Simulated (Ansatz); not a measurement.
# Br− with SiH₄: superposition error and deformation, part 1 of 2

How much of this pair's binding is borrowed basis, and how much do the fragments pay to take the shapes they have in the pair?

Computed with Ansatz 0.2.0, Gaussian basis. Level: PBE0-D4 structures, single points in def2-TZVPPD.

Levels: PBE-D4, revPBE-D4, BLYP-D4, r2SCAN-D4, B97M-V, PBE0-D4, B3LYP-D4, HSE06-D4, wB97X-V, wB97M-V, B2PLYP, Hartree-Fock, MP2, CCSD, CCSD(T).

Cores are frozen in the correlated methods. Filled d shells of the heavier atoms are correlated. B3LYP uses VWN-RPA correlation. B2PLYP carries no dispersion term here.

129 further runs of the same task are left out: 129 set aside as unsound or not needed.

## 1. The starting structure

The relaxed pair: 6 atoms, charge -1, spin multiplicity 1.

Atoms are counted from 1 here; the program's logs count them from 0.

Bond lengths: Si2–H3 1.481 Å, Si2–H4 1.481 Å, Si2–H5 1.522 Å, Si2–H6 1.481 Å. Angles: H3–Si2–H4 114.9°, H3–Si2–H5 103.3°, H3–Si2–H6 114.9°, H4–Si2–H5 103.3°, H4–Si2–H6 114.9°, H5–Si2–H6 103.3°.

Coordinates:

```xyz
6
BrH4Si
Br   -0.1443    1.2625   -2.3923
Si    0.0235   -0.2057    0.3899
H     1.1483   -0.7934   -0.3733
H     0.1914    1.2214    0.7476
H     0.1046   -0.9153    1.7342
H    -1.3235   -0.5695   -0.1061
```

Atoms 1 to 1 are fragment A (Br−), the rest fragment B (SiH₄). From earlier runs, pair energy (eV) and counterpoise interaction (kJ/mol):

```tsv
method	E(pair)	interaction
PBE-D4	-77976.55762	-41.53
revPBE-D4	-77984.01232	-39.68
BLYP-D4	-77992.01108	-34.50
r2SCAN-D4	-77990.22594	-38.91
B97M-V	-77976.84111	-38.41
PBE0-D4	-77979.91439	-40.73
B3LYP-D4	-77993.30819	-35.52
HSE06-D4	-77979.82457	-40.76
wB97X-V	-77983.80417	-36.90
wB97M-V	-77986.52387	-39.20
B2PLYP	-77977.59926	-29.28
Hartree-Fock	-77926.52503	-16.82
MP2	-77938.42890	-34.43
CCSD(T)	-77939.73864	-32.59
```

First each fragment is run alone in its own basis, frozen in the shape it has in the pair (a, b).

## 2. wB97X-V/def2-TZVPPD

File a/in.yaml:

```yaml
crystal:
  periodic: [false, false, false]
  atoms:
    - {symbol: Br, position_ang: [-0.144302, 1.262502, -2.392320]}
basis:
  gaussian: {orbitals: "def2-TZVPPD.json"}
total_charge: -1
hamiltonian: {xc: {name: wB97X-V}}
```

File b/in.yaml:

```yaml
crystal:
  periodic: [false, false, false]
  atoms:
    - {symbol: Si, position_ang: [0.023508, -0.205731, 0.389884]}
    - {symbol: H, position_ang: [1.148278, -0.793355, -0.373291]}
    - {symbol: H, position_ang: [0.191416, 1.221392, 0.747633]}
    - {symbol: H, position_ang: [0.104616, -0.915276, 1.734213]}
    - {symbol: H, position_ang: [-1.323517, -0.569533, -0.106118]}
basis:
  gaussian: {orbitals: "def2-TZVPPD.json"}
hamiltonian: {xc: {name: wB97X-V}}
```

The basis file named in the input lies beside it (Basis Set Exchange, JSON).

One command serves all of them, each in its own folder.

Run with:

```bash
$ ansatz run in.yaml --threads 2 --pin off --events-out ev --progress --plain --max-ram 5222MiB
```

a printed:

```text
Functional definition: wB97X-V
  name "wB97X-V"
  cite "Mardirossian & Head-Gordon, Phys. Chem. Chem. Phys. 16, 9904 (2014) doi:10.1039/C3CP54374A"
  cite "Becke, J. Chem. Phys. 107, 8554 (1997) doi:10.1063/1.475007"
  cite "Vydrov & Van Voorhis, J. Chem. Phys. 133, 244103 (2010) doi:10.1063/1.3521275"
  parameter omega = 0.3/bohr
  parameter cx = 0.167
  parameter cx1 = 0.603
  parameter cx2 = 1.194
  parameter css0 = 0.556
  parameter css1 = -0.257
  parameter cos0 = 1.219
  parameter cos1 = -1.850
  parameter b = 6.0
  parameter c = 0.01
  exchange = spin_sum(e_x_unif_sr(omega)*poly(b97_u_x, 1 - cx, cx1, cx2)) + cx*exact_x_sr(omega) + exact_x_lr(omega)
  correlation = spin_sum(e_c_pw_same_spin*poly(b97_u_same, css0, css1))
      + integral(e_c_pw_opposite_spin*poly(b97_u_opposite, cos0, cos1)) + vv10(b, c)
456 factors; their error is unknown
77 factors; integrals over basis functions are off by at most 8.1e-5 eV
mean field evaluation 1: about -70041.3798 eV, gradient 2.4e1 eV
mean field evaluation 2: about -70041.6267 eV, gradient 2.0e1 eV
mean field evaluation 4: about -70041.9321 eV, gradient 7.4e-2 eV
mean field evaluation 8: about -70042.1493 eV, gradient 6.1e-4 eV
mean field -70042.14933666 eV, -2574.0015118483 hartree, gradient 2.0e-5 eV, S^2 0.000000; 0 other end points of the search recorded, 0 dependent functions left out
reference -70042.14933519 eV, -2574.0015117944 hartree; 18, 18 occupied and 39, 39 virtual orbitals, 456 factors
Total energy: -70042.14933519 eV, -2574.0015117944 hartree
```

b printed (excerpt; [...] marks lines left out):

```text
[... 5 set-up lines as earlier in the session ...]
[...]
      + integral(e_c_pw_opposite_spin*poly(b97_u_opposite, cos0, cos1)) + vv10(b, c)
551 factors; their error is unknown
174 factors; integrals over basis functions are off by at most 2.2e-5 eV
[...]
mean field -7941.26733472 eV, -291.8361917666 hartree, gradient 8.3e-6 eV, S^2 0.000000; 0 other end points of the search recorded, 0 dependent functions left out
reference -7941.26733299 eV, -291.8361917030 hartree; 9, 9 occupied and 107, 107 virtual orbitals, 551 factors
Total energy: -7941.26733299 eV, -291.8361917030 hartree
```

They took 0.5 s (a), 1.2 s (b) on 2 threads of Intel Xeon 6975P-C, shared host.

## 3. wB97M-V/def2-TZVPPD

The same edit goes into each in.yaml of step 2 (a, b):

```diff
-hamiltonian: {xc: {name: wB97X-V}}
+hamiltonian: {xc: {name: wB97M-V}}
```

The same command starts each run, in its folder.

Run with:

```bash
$ ansatz run in.yaml --threads 2 --pin off --events-out ev --progress --plain --max-ram 5222MiB
```

a printed (excerpt; [...] marks lines left out):

```text
Functional definition: wB97M-V
  name "wB97M-V"
  cite "Mardirossian & Head-Gordon, J. Chem. Phys. 144, 214110 (2016) doi:10.1063/1.4952647"
[... 2 set-up lines as earlier in the session ...]
  # Of w^i u^j: cxij and so on, Table III.
[...]
  gx(w, u) = 1 - cx + cx01*u + cx10*w
  gss(w, u) = css00 + css04*u^4 + css10*w + css20*w^2 + css43*w^4*u^3
  gos(w, u) = cos00 + cos10*w + (cos20 + cos21*u)*w^2 + (cos60 + cos61*u)*w^6
[...]
      + integral(e_c_pw_mod_opposite_spin*gos(b97_w_opposite, b97_u_opposite)) + vv10(b, c)
449 factors; their error is unknown
77 factors; integrals over basis functions are off by at most 8.1e-5 eV
[...]
mean field -70044.68299040 eV, -2574.0946219059 hartree, gradient 1.9e-5 eV, S^2 0.000000; 0 other end points of the search recorded, 0 dependent functions left out
reference -70044.68302677 eV, -2574.0946232424 hartree; 18, 18 occupied and 39, 39 virtual orbitals, 449 factors
Total energy: -70044.68302677 eV, -2574.0946232424 hartree
```

Log of b (excerpt; [...] marks lines left out):

```text
[... 5 set-up lines as earlier in the session ...]
  # Of w^i u^j: cxij and so on, Table III.
[...]
  gx(w, u) = 1 - cx + cx01*u + cx10*w
  gss(w, u) = css00 + css04*u^4 + css10*w + css20*w^2 + css43*w^4*u^3
  gos(w, u) = cos00 + cos10*w + (cos20 + cos21*u)*w^2 + (cos60 + cos61*u)*w^6
[...]
      + integral(e_c_pw_mod_opposite_spin*gos(b97_w_opposite, b97_u_opposite)) + vv10(b, c)
546 factors; their error is unknown
174 factors; integrals over basis functions are off by at most 2.2e-5 eV
[...]
mean field -7941.43028748 eV, -291.8421801702 hartree, gradient 6.1e-5 eV, S^2 0.000000; 0 other end points of the search recorded, 0 dependent functions left out
reference -7941.43033026 eV, -291.8421817421 hartree; 9, 9 occupied and 107, 107 virtual orbitals, 546 factors
Total energy: -7941.43033026 eV, -291.8421817421 hartree
```

They took 0.65 s (a), 1.1 s (b) on 2 threads of Intel Xeon 6975P-C, shared host.

## 4. B2PLYP/def2-TZVPPD

Each input of step 3 (a, b) changes in the same lines:

```diff
-hamiltonian: {xc: {name: wB97M-V}}
+hamiltonian: {xc: {name: B2PLYP}}
```

The same command starts each run, in its folder.

Run with:

```bash
$ ansatz run in.yaml --threads 2 --pin off --events-out ev --progress --plain --max-ram 5222MiB
```

Output in a (excerpt; [...] marks lines left out):

```text
Functional definition: B2PLYP
  name "B2PLYP"
  cite "Grimme, J. Chem. Phys. 124, 034108 (2006) doi:10.1063/1.2148954"
  cite "Becke, Phys. Rev. A 38, 3098 (1988) doi:10.1103/PhysRevA.38.3098"
  cite "Lee, Yang & Parr, Phys. Rev. B 37, 785 (1988) doi:10.1103/PhysRevB.37.785"
[...]
358 factors; integrals over basis functions are off by at most 8.4e-5 eV
[...]
mean field -70035.73058119 eV, -2573.7656269355 hartree, gradient 4.0e-6 eV, S^2 0.000000; 0 other end points of the search recorded, 0 dependent functions left out
9 core orbitals not correlated: weight in the atoms' cores, before any rotation towards them, 1.000 or more for the frozen orbitals, at most 0.000 for the correlated occupied ones
reference -70035.73067285 eV, -2573.7656303038 hartree; 9, 9 occupied and 39, 39 virtual orbitals, 358 factors
second order -9.14561220 eV of doubles, -0.00000000 eV of singles
Total energy: -70038.19998814 eV, -2573.8563759670 hartree
```

Log of b (excerpt; [...] marks lines left out):

```text
[... 5 set-up lines as earlier in the session ...]
[...]
630 factors; integrals over basis functions are off by at most 6.7e-4 eV
[...]
mean field -7937.77413150 eV, -291.7078189159 hartree, gradient 3.4e-6 eV, S^2 0.000000; 0 other end points of the search recorded, 0 dependent functions left out
5 core orbitals not correlated: weight in the atoms' cores, before any rotation towards them, 1.000 or more for the frozen orbitals, at most 0.000 for the correlated occupied ones
reference -7937.77426727 eV, -291.7078239057 hartree; 4, 4 occupied and 107, 107 virtual orbitals, 630 factors
second order -4.82366482 eV of doubles, -0.00000000 eV of singles
Total energy: -7939.07665677 eV, -291.7556858370 hartree
```

They took 0.35 s (a), 0.85 s (b) on 2 threads of Intel Xeon 6975P-C, shared host.

## 5. B97M-V/def2-TZVPPD

The same edit goes into each in.yaml of step 4 (a, b):

```diff
-hamiltonian: {xc: {name: B2PLYP}}
+hamiltonian: {xc: {name: B97M-V}}
```

One command serves all of them, each in its own folder.

Run with:

```bash
$ ansatz run in.yaml --threads 2 --pin off --events-out ev --progress --plain --max-ram 5222MiB
```

a printed (excerpt; [...] marks lines left out):

```text
Functional definition: B97M-V
  name "B97M-V"
  cite "Mardirossian & Head-Gordon, J. Chem. Phys. 142, 074111 (2015) doi:10.1063/1.4907719"
[... 2 set-up lines as earlier in the session ...]
  # Of w^i u^j: cxij and so on, Table III.
[...]
  gx(w, u) = cx00 + cx01*u + cx02*u^2 + (cx10 + cx11*u)*w
  gss(w, u) = css00 + css02*u^2 + css10*w + (css32*w^3 + css42*w^4)*u^2
  gos(w, u) = cos00 + cos01*u + cos03*u^3 + cos10*w + cos32*w^3*u^2
[...]
      + integral(e_c_pw_mod_opposite_spin*gos(b97_w_opposite, b97_u_opposite)) + vv10(b, c)
420 factors; their error is unknown
[...]
mean field -70035.95739003 eV, -2573.7739620068 hartree, gradient 5.6e-6 eV, S^2 0.000000; 0 other end points of the search recorded, 0 dependent functions left out
reference -70035.95743151 eV, -2573.7739635312 hartree; 18, 18 occupied and 39, 39 virtual orbitals, 420 factors
Total energy: -70035.95743151 eV, -2573.7739635312 hartree
```

b printed (excerpt; [...] marks lines left out):

```text
[... 5 set-up lines as earlier in the session ...]
  # Of w^i u^j: cxij and so on, Table III.
[...]
  gx(w, u) = cx00 + cx01*u + cx02*u^2 + (cx10 + cx11*u)*w
  gss(w, u) = css00 + css02*u^2 + css10*w + (css32*w^3 + css42*w^4)*u^2
  gos(w, u) = cos00 + cos01*u + cos03*u^3 + cos10*w + cos32*w^3*u^2
[...]
      + integral(e_c_pw_mod_opposite_spin*gos(b97_w_opposite, b97_u_opposite)) + vv10(b, c)
541 factors; their error is unknown
[...]
mean field -7940.47712500 eV, -291.8071520951 hartree, gradient 3.0e-5 eV, S^2 0.000000; 0 other end points of the search recorded, 0 dependent functions left out
reference -7940.47717656 eV, -291.8071539897 hartree; 9, 9 occupied and 107, 107 virtual orbitals, 541 factors
Total energy: -7940.47717656 eV, -291.8071539897 hartree
```

Wall times: 0.5 s (a), 1.2 s (b) on 2 threads of Intel Xeon 6975P-C, shared host.

## 6. CCSD(T)/def2-TZVPPD

Each input of step 5 (a, b) changes in the same lines:

```diff
-hamiltonian: {xc: {name: B97M-V}}
+correlation: {method: ccsd_t}
```

The same command starts each run, in its folder.

Run with:

```bash
$ ansatz run in.yaml --threads 2 --pin off --events-out ev --progress --plain --max-ram 5222MiB
```

a printed (excerpt; [...] marks lines left out):

```text
Functional definition: HF
  name "HF"
  cite "Fock, Z. Phys. 61, 126 (1930) doi:10.1007/BF01340294"
  parent pbe
[...]
358 factors; integrals over basis functions are off by at most 8.4e-5 eV
[...]
mean field -70000.93691833 eV, -2572.4869834095 hartree, gradient 9.8e-6 eV, S^2 0.000000; 0 other end points of the search recorded, 0 dependent functions left out
9 core orbitals not correlated: weight in the atoms' cores, before any rotation towards them, 1.000 or more for the frozen orbitals, at most 0.000 for the correlated occupied ones
reference -70000.93691833 eV, -2572.4869834095 hartree; 9, 9 occupied and 39, 39 virtual orbitals, 358 factors
second order -7.73929668 eV of doubles, -0.00000000 eV of singles
cycle   1  -7.73084961 eV  change    8.4e-3 eV  update   4.2e-2
[...]
cycle   7  -7.88930165 eV  change    9.3e-6 eV  update   2.1e-5
perturbative correction -0.25284535 eV, -0.0092918951 hartree
Total energy: -70009.07906532 eV, -2572.7862017925 hartree
```

Log of b (excerpt; [...] marks lines left out):

```text
[... 4 set-up lines as earlier in the session ...]
[...]
630 factors; integrals over basis functions are off by at most 6.7e-4 eV
[...]
mean field -7925.40944745 eV, -291.2534251582 hartree, gradient 6.8e-7 eV, S^2 0.000000; 0 other end points of the search recorded, 0 dependent functions left out
5 core orbitals not correlated: weight in the atoms' cores, before any rotation towards them, 1.000 or more for the frozen orbitals, at most 0.000 for the correlated occupied ones
reference -7925.40944745 eV, -291.2534251582 hartree; 4, 4 occupied and 107, 107 virtual orbitals, 630 factors
second order -3.93459766 eV of doubles, -0.00000000 eV of singles
cycle   1  -4.52502698 eV  change   -5.9e-1 eV  update   5.6e-2
[...]
cycle   8  -4.74997375 eV  change   -4.2e-6 eV  update   8.5e-6
perturbative correction -0.10869024 eV, -0.0039942926 hartree
Total energy: -7930.26811143 eV, -291.4319777664 hartree
```

Times: 0.35 s (a), 1.2 s (b) on 2 threads of Intel Xeon 6975P-C, shared host; peak memory 0.51 GiB.

## 7. Relaxing SiH₄ alone

File relax-b/in.yaml:

```yaml
crystal:
  periodic: [false, false, false]
  atoms:
    - {symbol: Si, position_ang: [0.023508, -0.205731, 0.389884]}
    - {symbol: H, position_ang: [1.148278, -0.793355, -0.373291]}
    - {symbol: H, position_ang: [0.191416, 1.221392, 0.747633]}
    - {symbol: H, position_ang: [0.104616, -0.915276, 1.734213]}
    - {symbol: H, position_ang: [-1.323517, -0.569533, -0.106118]}
basis:
  gaussian: {orbitals: def2-TZVP}
hamiltonian: {xc: pbe0, dispersion: d4}
relax: {f_tol: 0.005, max_steps: 200}
```

Run with:

```bash
$ ansatz run in.yaml --threads 2 --pin off --events-out ev --progress --plain --max-ram 5222MiB
```

Log (excerpt; [...] marks lines left out):

```text
Functional definition: PBE0
  name "PBE0"
  cite "Adamo & Barone, J. Chem. Phys. 110, 6158 (1999) doi:10.1063/1.478522"
  cite "Perdew, Burke & Ernzerhof, Phys. Rev. Lett. 77, 3865 (1996) doi:10.1103/PhysRevLett.77.3865"
[... 1 set-up line as earlier in the session ...]
[...]
444 factors; their error is unknown
[...]
mean field -7938.97499599 eV, -291.7519498721 hartree, gradient 5.3e-5 eV, S^2 0.000000; 0 other end points of the search recorded, 0 dependent functions left out
[...]
reference -7938.97502284 eV, -291.7519508589 hartree; 9, 9 occupied and 52, 52 virtual orbitals, 444 factors
relax step   1: F+E_penalty+E_count = -7939.00960964 eV  Δ(F+E_penalty+E_count) = +0.000e0 eV  max|allowed force component| = 1.497e0 eV/Å  Δτ_max = 0.0000 Å  (19 SCF iters, accepted)
[...]
444 factors; their error is unknown
[...]
mean field -7939.08539145 eV, -291.7560068303 hartree, gradient 4.5e-5 eV, S^2 0.000000; 1 other end points of the search recorded, 0 dependent functions left out
[...]
reference -7939.08541825 eV, -291.7560078153 hartree; 9, 9 occupied and 52, 52 virtual orbitals, 444 factors
Total energy: -7939.12000004 eV, -291.7572786727 hartree
Atom 0 at     0.028862    -0.252515     0.478490 Å, force    -0.000001     0.000004    -0.000004 eV/Å
Atom 1 at     1.112718    -0.746635    -0.408209 Å, force    -0.003069     0.001317     0.002684 eV/Å
Atom 2 at     0.183198     1.210501     0.680738 Å, force    -0.000429    -0.004245    -0.000411 eV/Å
Atom 3 at     0.107960    -0.944638     1.789945 Å, force    -0.000254     0.002225    -0.004216 eV/Å
Atom 4 at    -1.288437    -0.529216    -0.148643 Å, force     0.003754     0.000700     0.001947 eV/Å
Dipole moment:     0.000001    -0.000013     0.000026 e Å
```

Run time: 1.4 s. Hardware: 2 threads of Intel Xeon 6975P-C, shared host.

The steps of the relaxation:

```tsv
step	energy from step 1 (eV)	largest force component (eV/Å)
1	0.0000	1.4970
2	-0.0943	0.2867
3	-0.0970	0.3563
4	-0.1103	0.0134
5	-0.1104	0.0042
```

Close pairs (by a distance rule), those that changed most:

```tsv
bond	before (Å)	after (Å)	change (Å)
Si1–H4	1.522	1.485	-0.037
Si1–H5	1.481	1.485	+0.004
Si1–H2	1.481	1.485	+0.004
Si1–H3	1.481	1.485	+0.004
```

## 8. PBE-D4/def2-TZVPPD

File free-b/in.yaml:

```yaml
crystal:
  periodic: [false, false, false]
  atoms:
    - {symbol: Si, position_ang: [0.028862, -0.252515, 0.478490]}
    - {symbol: H, position_ang: [1.112718, -0.746635, -0.408209]}
    - {symbol: H, position_ang: [0.183198, 1.210501, 0.680738]}
    - {symbol: H, position_ang: [0.107960, -0.944638, 1.789945]}
    - {symbol: H, position_ang: [-1.288437, -0.529216, -0.148643]}
basis:
  gaussian: {orbitals: "def2-TZVPPD.json"}
hamiltonian: {xc: pbe, dispersion: d4}
```

Run with:

```bash
$ ansatz run in.yaml --threads 2 --pin off --events-out ev --progress --plain --max-ram 5222MiB
```

Log:

```text
Functional definition: PBE
  name "PBE"
[... 2 set-up lines as earlier in the session ...]
  parameter kappa = 0.804
  parameter beta = 0.06672455060314922
  exchange = pbe_x(kappa = kappa, mu = beta*pi^2/3)
  correlation = pbe_c(beta = beta)
541 factors; their error is unknown
mean field evaluation 1: about -7937.3210 eV, gradient 1.4e1 eV
mean field evaluation 2: about -7937.9297 eV, gradient 8.0e0 eV
mean field evaluation 4: about -7938.1700 eV, gradient 1.4e-1 eV
mean field evaluation 8: about -7938.1560 eV, gradient 2.7e-1 eV
mean field -7938.15606174 eV, -291.7218545936 hartree, gradient 4.6e-5 eV, S^2 0.000000; 0 other end points of the search recorded, 0 dependent functions left out
reference -7938.15609613 eV, -291.7218558574 hartree; 9, 9 occupied and 107, 107 virtual orbitals, 541 factors
Total energy: -7938.19843719 eV, -291.7234118627 hartree
```

Wall time 0.4 s (2 threads of Intel Xeon 6975P-C, shared host).

## 9. r2SCAN-D4/def2-TZVPPD

Edit free-b/in.yaml of step 8 so:

```diff
@@ -10,2 +10,2 @@
   gaussian: {orbitals: "def2-TZVPPD.json"}
-hamiltonian: {xc: pbe, dispersion: d4}
+hamiltonian: {xc: r2scan, dispersion: d4}
```

Run with:

```bash
$ ansatz run in.yaml --threads 2 --pin off --events-out ev --progress --plain --max-ram 5222MiB
```

Log:

```text
Functional definition: r2SCAN
  name "r2SCAN"
  cite "Furness, Kaplan, Ning, Perdew & Sun, J. Phys. Chem. Lett. 11, 8208 (2020) doi:10.1021/acs.jpclett.0c02405"
  cite "Furness, Kaplan, Ning, Perdew & Sun, J. Phys. Chem. Lett. 11, 9248 (2020) doi:10.1021/acs.jpclett.0c03077"
  parent r2scan
  parameter k0 = 0.174
  parameter k1 = 0.065
  parameter a1 = 4.9479
  exchange = r2scan_x(k0 = k0, k1 = k1, a1 = a1)
  correlation = r2scan_c
541 factors; their error is unknown
mean field evaluation 1: about -7941.2701 eV, gradient 1.2e1 eV
mean field evaluation 2: about -7941.6634 eV, gradient 6.1e0 eV
mean field evaluation 4: about -7941.7758 eV, gradient 8.4e-2 eV
mean field evaluation 8: about -7941.7598 eV, gradient 2.4e-3 eV
mean field -7941.75975583 eV, -291.8542879088 hartree, gradient 2.8e-5 eV, S^2 0.000000; 0 other end points of the search recorded, 0 dependent functions left out
reference -7941.75976620 eV, -291.8542882898 hartree; 9, 9 occupied and 107, 107 virtual orbitals, 541 factors
Total energy: -7941.76933581 eV, -291.8546399663 hartree
```

It took 0.65 s on 2 threads of Intel Xeon 6975P-C, shared host.

## 10. PBE0-D4/def2-TZVPPD

Edit free-b/in.yaml of step 9 so:

```diff
@@ -10,2 +10,3 @@
   gaussian: {orbitals: "def2-TZVPPD.json"}
-hamiltonian: {xc: r2scan, dispersion: d4}
+hamiltonian: {xc: pbe0, dispersion: d4}
+output: {orbitals: {seedname: orbitals}}
```

Run with:

```bash
$ ansatz run in.yaml --threads 2 --pin off --events-out ev --progress --plain --max-ram 5222MiB
```

Log (excerpt; [...] marks lines left out):

```text
[... 5 set-up lines as earlier in the session ...]
  parameter a = 0.25
[... 2 set-up lines as earlier in the session ...]
  exchange = (1 - a)*pbe_x(kappa = kappa, mu = beta*pi^2/3) + a*exact_x
[... 1 set-up line as earlier in the session ...]
558 factors; their error is unknown
mean field evaluation 1: about -7938.8196 eV, gradient 8.8e0 eV
mean field evaluation 2: about -7939.0428 eV, gradient 3.9e0 eV
mean field evaluation 4: about -7939.0887 eV, gradient 8.4e-2 eV
mean field evaluation 8: about -7939.1042 eV, gradient 4.6e-5 eV
mean field -7939.10417428 eV, -291.7566970866 hartree, gradient 7.6e-5 eV, S^2 0.000000; 0 other end points of the search recorded, 0 dependent functions left out
reference -7939.10420022 eV, -291.7566980401 hartree; 9, 9 occupied and 107, 107 virtual orbitals, 558 factors
Total energy: -7939.13878201 eV, -291.7579688974 hartree
```

It took 0.4 s on 2 threads of Intel Xeon 6975P-C, shared host.

## 11. B3LYP-D4/def2-TZVPPD

Edit free-b/in.yaml of step 10 so:

```diff
@@ -10,3 +10,2 @@
   gaussian: {orbitals: "def2-TZVPPD.json"}
-hamiltonian: {xc: pbe0, dispersion: d4}
-output: {orbitals: {seedname: orbitals}}
+hamiltonian: {xc: {name: B3LYP}, dispersion: d4}
```

Run with:

```bash
$ ansatz run in.yaml --threads 2 --pin off --events-out ev --progress --plain --max-ram 5222MiB
```

Log:

```text
Functional definition: B3LYP
  name "B3LYP"
  cite "Stephens, Devlin, Chabalowski & Frisch, J. Phys. Chem. 98, 11623 (1994) doi:10.1021/j100096a001"
[... 2 set-up lines as earlier in the session ...]
  cite "Vosko, Wilk & Nusair, Can. J. Phys. 58, 1200 (1980) doi:10.1139/p80-159"
  parameter a0 = 0.2
  parameter ax = 0.72
  parameter ac = 0.81
  exchange = (1 - a0 - ax)*slater_x + ax*b88_x + a0*exact_x
  correlation = (1 - ac)*vwn_rpa_c + ac*lyp_c
551 factors; their error is unknown
mean field evaluation 1: about -7943.0353 eV, gradient 1.1e1 eV
mean field evaluation 2: about -7943.3813 eV, gradient 5.1e0 eV
mean field evaluation 4: about -7943.4640 eV, gradient 9.8e-2 eV
mean field evaluation 8: about -7943.4731 eV, gradient 8.2e-4 eV
mean field -7943.47308513 eV, -291.9172515992 hartree, gradient 7.2e-6 eV, S^2 0.000000; 0 other end points of the search recorded, 0 dependent functions left out
reference -7943.47329773 eV, -291.9172594118 hartree; 9, 9 occupied and 107, 107 virtual orbitals, 551 factors
Total energy: -7943.54196338 eV, -291.9197828280 hartree
```

It took 0.55 s on 2 threads of Intel Xeon 6975P-C, shared host.

(Continued in part 2 of 2.)
